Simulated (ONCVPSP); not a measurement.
# Pseudopotential generation for C: ONCV, PBE

Aim: build the potential from the settings below, then test how well it stands in for the atom: other configurations, scattering, ghost states and the plane-wave cutoff that it needs.

The numbers are computed with ONCVPSP 4.0.1.1 (patched build) (PBE, scalar-relativistic, spin-unpolarised reference atom).

### 1 Settings

Typed settings, in words:

* element: carbon (C, Z = 6)
* type: optimised norm-conserving Vanderbilt (ONCV)
* frozen core: [He]
* valence charge: 4
* reference configuration: 2s2 2p1 (charge +1)
* partial waves: 2s: rc 1.10 bohr, ncon 3, nbas 7, qcut 5.1 1/bohr, 2 projectors, debl 3.3 Ha; 2p: rc 2.05 bohr, ncon 5, nbas 8, qcut 8.5 1/bohr, 2 projectors, debl 0.4 Ha
* local potential: polynomial inside 0.70 bohr (lpopt 5, dvloc0 0 Ha)
* core correction: Teter function, fcfact 3, rcfact 1.2

The outer shells as boxes (Hund's rule for the drawing; the calculation is spin-unpolarised):

```
[He] core
2s [↑↓]
2p [↑ ][  ][  ]
```

The nodes and maxima of the atom's own shells, from an earlier all-electron run, set the scale for the radii.

All-electron outer shells of the reference configuration (PBE, scalar-relativistic, ld1.x):

```json
{"shell": "1s", "level (eV)": "-288.39", "outermost node (bohr)": "–", "outermost maximum (bohr)": "0.17"}
{"shell": "2s", "level (eV)": "-25.76", "outermost node (bohr)": "0.38", "outermost maximum (bohr)": "1.17"}
{"shell": "2p", "level (eV)": "-17.00", "outermost node (bohr)": "–", "outermost maximum (bohr)": "1.11"}
```

### 2 Generation

C.dat

```
# ATOM AND REFERENCE CONFIGURATION
# atsym  z   nc   nv     iexc    psfile
  C 6.00    1    2        4      upf
#
#   n    l    f
    1    0    2.00
    2    0    2.00
    2    1    1.00
#
# PSEUDOPOTENTIAL AND OPTIMIZATION
# lmax
    1
#
#   l,   rc,      ep,       ncon, nbas, qcut
    0    1.10    0.00    3    7    5.10
    1    2.05    0.00    5    8    8.50
#
# LOCAL POTENTIAL
# lloc, lpopt,  rc(5),   dvloc0
    4    5    0.70    0.00
#
# VANDERBILT-KLEINMAN-BYLANDER PROJECTORs
# l, nproj, debl
    0    2    3.30
    1    2    0.40
#
# MODEL CORE CHARGE
# icmod, fcfact, rcfact
    3    3.00    1.20
#
# LOG DERIVATIVE ANALYSIS
# epsh1, epsh2, depsh
   -2.00    5.00    0.02
#
# OUTPUT GRID
# rlmax, drl
    6.00    0.01
#
# TEST CONFIGURATIONS
# ncnf
    4
# nvcnf
#   n    l    f
    2
    2    0    2.00
    2    1    2.00
#
    2
    2    0    2.00
    2    1    0.00
#
    2
    2    0    1.00
    2    1    0.00
#
    2
    2    0    1.00
    2    1    2.00
#
```

Launch:

```sh
$ oncvpsp.x < C.dat > C.out
```

Before running it: what results should come out? Wanted: cutoffs for 1 and 0.1 mHa per electron, occupied waves; bound ghosts; GHOST(+) flags; largest test error; largest phase difference near zero energy, channels read; rms error of d²Exc/dn², without and with the model core; projector energies reset by the program.

The runs gave:

| quantity | value |
| --- | --- |
| cutoffs for 1 and 0.1 mHa per electron, occupied waves | 35 Ha and 113 Ha |
| bound ghosts | none found |
| GHOST(+) flags | none at low energy |
| largest test error (AE − PS) | +324 meV, for 2s1 2p0 |
| largest phase difference near zero energy, channels read | 0.000 rad |
| rms error of d²Exc/dn², without and with the model core | 4.26 and 4.53 mHa |
| projector energies reset by the program | p: -0.625, 0.250 Ha |

**Reading.** By total energies transferability is poor: the largest error is 324 meV on 72.3 eV, for 2s1 2p0. That test lies far up in energy; among those under 40 eV, nearer to bonding, the largest error is 114 meV. It counts as of middling hardness, with 35 Ha needed at the looser tolerance. The tighter tolerance needs 113 Ha, and converged work needs a cutoff nearer that. At the looser tolerance the 2s wave is the slowest; 2p needs 19 Ha. No bound ghost shows below the valence levels. Near zero energy the phases of the channels with partial waves agree within 0.001 rad.
